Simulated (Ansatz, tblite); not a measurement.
**Zr(OH)F3 (F3HOZr): one state, many levels**

How do method and basis change the picture of Zr(OH)F3 (F3HOZr) (singlet)?

Computed with Ansatz 0.2.0, Gaussian basis. Level: as each input shows.

Plan: GFN1-xTB, GFN2-xTB, PBE-D4/def2-TZVP, r2SCAN-D4/def2-TZVP, B2PLYP/def2-TZVP, B3LYP-D4/def2-TZVP, r2SCANh-D4/def2-TZVP, ωB97M-V/def2-TZVP, BHLYP-D4/def2-TZVP, LDA/def2-TZVP, LC-ωPBE/def2-TZVP, LC-ωPBE(0.10)/def2-TZVP, LC-ωPBE(0.15)/def2-TZVP, LC-ωPBE(0.20)/def2-TZVP, LC-ωPBE(0.30)/def2-TZVP, PBE-D4/def2-SVP, PBE0-D4/def2-SVP, PBE0-D4/def2-TZVPD, PBE-D4/def2-TZVPD, r2SCAN-D4/def2-TZVPD, CCSD(T)/def2-TZVPP, MP2/def2-TZVP, RPA/def2-TZVP.

4 further runs of the same task are left out: 4 set aside as unsound or not needed.

### Step 1. The structure

The geometry is that of the singlet, from an earlier relaxation (PBE0-D4/def2-SVP).

6 atoms, charge 0, spin multiplicity 1.

Bond lengths: Zr1–O2 1.899 Å, Zr1–F4 1.905 Å, Zr1–F5 1.905 Å, Zr1–F6 1.905 Å, O2–H3 0.957 Å. Angles: O2–Zr1–F4 109.7°, O2–Zr1–F5 109.7°, O2–Zr1–F6 109.8°, F4–Zr1–F5 109.2°, F4–Zr1–F6 109.2°, F5–Zr1–F6 109.2°, Zr1–O2–H3 179.8°.

Formally the metal is d0. Zr takes a core potential in the def2 sets. No spin-orbit coupling is included.

PBE0-D4/def2-TZVP was run before; its log isn't repeated, and its numbers join the tables.

### Step 2. GFN1-xTB

Tight binding, by tblite at 300 K electronic temperature and without a spin-polarisation term:

```python
tblite.interface.Calculator('GFN1-xTB', numbers, positions, charge=0, uhf=0).singlepoint()
```

Energy -607.2647 eV, HOMO -13.49 eV, LUMO -9.21 eV; 0.006 s.

### Step 3. GFN2-xTB

Tight binding, by tblite at 300 K electronic temperature and without a spin-polarisation term:

```python
tblite.interface.Calculator('GFN2-xTB', numbers, positions, charge=0, uhf=0).singlepoint()
```

Energy -563.9728 eV, HOMO -12.91 eV, LUMO -7.97 eV; 0.003 s.

### Step 4. PBE-D4/def2-TZVP

start.molden holds the orbitals of an earlier run on this state, given as this run's starting guess.

Contents of in.yaml:

```yaml
crystal:
  periodic: [false, false, false]
  atoms:
    - {symbol: Zr, position_ang: [-0.032284, -0.064420, -0.465456]}
    - {symbol: O, position_ang: [0.096179, 0.193222, 1.411261]}
    - {symbol: H, position_ang: [0.162979, 0.325306, 2.356264]}
    - {symbol: F, position_ang: [1.713549, -0.154337, -1.222122]}
    - {symbol: F, position_ang: [-0.982111, 1.388809, -1.249369]}
    - {symbol: F, position_ang: [-0.958302, -1.688580, -0.830568]}
basis:
  gaussian: {orbitals: def2-TZVP, initial_orbitals: start.molden}
hamiltonian: {xc: pbe, dispersion: d4}
scf: {omitted_lower_state_checks: [starts]}
output: {orbitals: {seedname: orbitals}}
```

The run is started by

```sh
ansatz run in.yaml --threads 2 --pin off --events-out ev --progress --plain --max-ram 32768MiB --backend cpu
```

Further steps of the session: r2SCAN-D4/def2-TZVP; B2PLYP/def2-TZVP; B3LYP-D4/def2-TZVP; r2SCANh-D4/def2-TZVP; ωB97M-V/def2-TZVP; BHLYP-D4/def2-TZVP; LDA/def2-TZVP; LC-ωPBE/def2-TZVP; LC-ωPBE(0.10)/def2-TZVP; LC-ωPBE(0.15)/def2-TZVP; LC-ωPBE(0.20)/def2-TZVP; LC-ωPBE(0.30)/def2-TZVP; PBE-D4/def2-SVP; PBE0-D4/def2-SVP; PBE0-D4/def2-TZVPD; PBE-D4/def2-TZVPD; r2SCAN-D4/def2-TZVPD; CCSD(T)/def2-TZVPP; MP2/def2-TZVP; RPA/def2-TZVP.

Q: Predict the results of all the runs planned. Wanted: gap in def2-TZVP, named functionals, smallest and largest; gap over the ω; correlation energy, CCSD(T)/def2-TZVPP; correlation energy, MP2/def2-TZVP; binding an atom, CCSD(T)/def2-TZVPP; PBE0 total energy, smallest basis above largest.

The runs gave:

```
                                                 quantity                              value
gap in def2-TZVP, named functionals, smallest and largest  6.92 eV (LDA), 14.29 eV (LC-ωPBE)
                                  gap over the ω (1/bohr)    9.86 eV at 0.1, 14.29 eV at 0.4
                   correlation energy, CCSD(T)/def2-TZVPP                          -37.53 eV
                        correlation energy, MP2/def2-TZVP                          -35.50 eV
                      binding an atom, CCSD(T)/def2-TZVPP                           4.991 eV
          PBE0 total energy, smallest basis above largest    12.83 eV (def2-SVP, def2-TZVPD)
```

What this shows: Over the named functionals in def2-TZVP the gap runs from 6.92 eV (LDA) to 14.29 eV (LC-ωPBE); exact exchange widens it. Raising the ω (1/bohr) from 0.1 to 0.4 moves the HOMO by -3.17 eV and the LUMO by +1.26 eV. The functionals in def2-TZVP miss CCSD(T)/def2-TZVPP by -0.267 (BHLYP-D4) to +0.894 eV (LDA) an atom. The reference is CCSD(T) in one finite basis, so it carries an error of its own, often a tenth of an eV or more, and near misses can't be ranked.
